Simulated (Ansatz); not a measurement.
**MoH₄O₅: how energies converge with the basis set**

The task here is to estimate one member of a computed series from the others.

Computed with Ansatz 0.2.0, Gaussian basis. Level: one geometry, several basis sets.

Levels to be run: PBE0-D4/def2-SVP; ωB97M-V/def2-SVP; PBE0-D4/def2-QZVPP; ωB97M-V/def2-QZVPP; the functionals' def2-TZVPP values are taken from earlier runs.

## Structure used throughout

All runs share one geometry, relaxed beforehand with PBE0-D4 in a triple-zeta def2 set. Mo takes the def2 core potential; no spin-orbit term is included.

SMILES `[O]=[Mo]([OH])([OH])([OH])[OH]`, 10 atoms, charge 0, spin multiplicity 1.

Atoms are counted from 1 here; the program's logs count them from 0.

Bond lengths: O1–Mo2 1.660 Å, Mo2–O3 1.880 Å, Mo2–O4 1.910 Å, Mo2–O5 1.879 Å, Mo2–O6 1.916 Å, O3–H7 0.961 Å, O4–H8 0.961 Å, O5–H9 0.961 Å, O6–H10 0.961 Å. Angles: O1–Mo2–O3 99.9°, O1–Mo2–O4 114.5°, O1–Mo2–O5 99.9°, O1–Mo2–O6 114.9°, O3–Mo2–O4 87.9°, O3–Mo2–O5 160.2°, O3–Mo2–O6 83.5°, O4–Mo2–O5 84.7°, O4–Mo2–O6 130.6°, O5–Mo2–O6 87.3°, Mo2–O3–H7 122.4°, Mo2–O4–H8 115.2°, Mo2–O5–H9 122.8°, Mo2–O6–H10 114.9°.

Geometry (Å):

```mol
H4MoO5
  3D, bonds by distance, orders not assigned

 10  9  0  0  0  0  0  0  0  0999 V2000
    0.1748   -0.4342    2.0717 O   0  0
    0.0367   -0.1061    0.4506 Mo  0  0
    1.4265   -1.1814   -0.2168 O   0  0
   -1.1907   -1.2325   -0.4840 O   0  0
   -1.3875    1.1195    0.4895 O   0  0
    1.1375    1.3297   -0.1792 O   0  0
    1.7804   -1.0734   -1.1042 H   0  0
   -0.8512   -2.0995   -0.7227 H   0  0
   -1.8404    1.4170   -0.3047 H   0  0
    0.7972    2.2099    0.0028 H   0  0
  1  2  8  0
  2  3  8  0
  2  4  8  0
  2  5  8  0
  2  6  8  0
  3  7  8  0
  4  8  8  0
  5  9  8  0
  6 10  8  0
M  END
```

Set-up of the first run:

in.yaml

```yaml
crystal:
  periodic: [false, false, false]
  atoms:
    - {symbol: O, position_ang: [0.174794, -0.434192, 2.071667]}
    - {symbol: Mo, position_ang: [0.036733, -0.106119, 0.450603]}
    - {symbol: O, position_ang: [1.426483, -1.181435, -0.216795]}
    - {symbol: O, position_ang: [-1.190742, -1.232467, -0.483957]}
    - {symbol: O, position_ang: [-1.387519, 1.119457, 0.489501]}
    - {symbol: O, position_ang: [1.137492, 1.329687, -0.179219]}
    - {symbol: H, position_ang: [1.780405, -1.073363, -1.104218]}
    - {symbol: H, position_ang: [-0.851240, -2.099475, -0.722731]}
    - {symbol: H, position_ang: [-1.840422, 1.416989, -0.304695]}
    - {symbol: H, position_ang: [0.797217, 2.209917, 0.002844]}
basis:
  gaussian: {orbitals: def2-SVP}
hamiltonian: {xc: pbe0, dispersion: d4}
output: {orbitals: {seedname: orbitals}}
```

The run is started by

```console
$ ansatz run in.yaml --threads 4 --pin off --events-out ev --progress --plain --max-ram 11315MiB
```

Among the steps run: PBE0-D4 in def2-SVP; ωB97M-V in def2-SVP; PBE0-D4 in def2-QZVPP; ωB97M-V in def2-QZVPP.

One of the session's tables, all rows but one given; the rest of the session is left out.

It belongs to the step «Density functionals: the series». 

| functional | basis | HOMO (eV) | LUMO (eV) |
| --- | --- | --- | --- |
| PBE0-D4 | def2-SVP | -8.94 | -3.33 |
| PBE0-D4 | def2-TZVPP | -9.06 | -3.39 |
| PBE0-D4 | def2-QZVPP | ? | ? |
| ωB97M-V | def2-SVP | -11.37 | -1.17 |
| ωB97M-V | def2-TZVPP | -11.50 | -1.24 |
| ωB97M-V | def2-QZVPP | -11.55 | -1.28 |

Estimate the missing values for PBE0-D4, def2-QZVPP.

The run gave: HOMO (eV): -9.10; LUMO (eV): -3.41. In the column «HOMO (eV)» it lies between ωB97M-V, def2-SVP (-11.37) and PBE0-D4, def2-TZVPP (-9.06).
